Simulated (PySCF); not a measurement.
# MgH4Se, a complex of two parts: interaction energy

Aim: the interaction energy of `[MgH2]` with `[SeH2]`.

Programs: PySCF 2.14.0. All values are calculated, for the isolated system unless a continuum is named. Atoms count from 0, parts from 1.

## 1. Starting point

6 atoms, charge 0, multiplicity 1; geometry: GFN2-xTB. Parts: 1 = atoms 0–2, `[MgH2]`, charge 0; 2 = atoms 3–5, `[SeH2]`, charge 0.

## 2. Optimising the geometry at PBE0-D3(BJ)/def2-SVPD

The job: settings as JSON, then the geometry in Å.

```
{"job": {"xc": "PBE0", "basis": "def2-SVPD", "d3": "d3bj", "grid": 2, "kind": "geom", "shake": 0.01}, "charge": 0, "multiplicity": 1, "parts": [{"atoms": "0-2", "charge": 0, "multiplicity": 1}, {"atoms": "3-5", "charge": 0, "multiplicity": 1}]}
Mg    -0.057922    -0.062270    -0.174724
H     -1.067120     1.236528     0.036138
H      0.934425    -1.223488    -0.589412
Se     0.408362    -0.128341     3.212971
H      0.086091     1.246698     3.487871
H      1.759535     0.069167     3.556488
```

Started as:

```bash
$ OMP_NUM_THREADS=1 python cluster_run.py task.json out
```

This one command runs all jobs of the session in turn.

**Question.** The jobs that follow are: CCSD(T)/aug-cc-pVDZ and MP2/aug-cc-pVTZ counterpoise interaction energy, frozen core, gas phase. Predict: point group; rotational constants (main isotopes); interaction energy, CCSD(T) limit estimate; MP2/aug-cc-pVTZ; T1 diagnostic.

As calculated:

```
                                  quantity                  value
                               point group                     C1
      rotational constants (main isotopes)  50.00, 2.89, 2.79 GHz
interaction energy, CCSD(T) limit estimate         -8.07 kcal/mol
                           MP2/aug-cc-pVTZ         -7.99 kcal/mol
                             T1 diagnostic                 0.0069
```

The optimisation took 9 steps and gained 0.271 eV; among the bonds of the start, Mg0–H2 changed most, from 1.583 to 1.720 Å. The interaction energy leaves out the deformation of the parts, 1.42 kcal/mol; with it the binding is about -6.65 kcal/mol. The estimate adds CCSD(T) less MP2 in the small basis (+0.21 kcal/mol) to extrapolated MP2. Hartree-Fock gives -5.58 against -8.07 kcal/mol.
